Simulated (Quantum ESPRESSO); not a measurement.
MoN2: Wannier functions under several settings

```
Mo N
1.0
     4.34805    0.00000    0.00000
     0.00000    4.34805    0.00000
     0.00000    0.00000    2.76746
Mo N
2 4
Direct
  0.00000 0.00000 0.00000
  0.50000 0.50000 0.00000
  0.61165 0.88835 0.50000
  0.38835 0.11165 0.50000
  0.11165 0.61165 0.50000
  0.88835 0.38835 0.50000
```

Measurements of this composition are mostly on another form, of space group No. 160.

All runs used Quantum ESPRESSO 7.5; potentials GBRV 1.5 PBEsol; k mesh 5 × 5 × 8; given cell; no spin polarisation; cutoff 612 eV; occupations fermi-dirac, width 0.05 eV.

```csv
level,start,Wannier mesh,spread a function (Å²),RMS miss of the bands (meV)
PBEsol,atomic projections with disentanglement,4 × 4 × 6,0.74,4
PBEsol,"atomic projections with disentanglement, not minimised",4 × 4 × 6,?,?
PBEsol,SCDM with an erfc weight,4 × 4 × 6,1.84,11
```

Question: What stands in the row left open?

Answer: Spread a function 2.72 Å²; RMS miss of the bands 137 meV.

Caveats: the Wannier minimisation didn't converge (some runs).
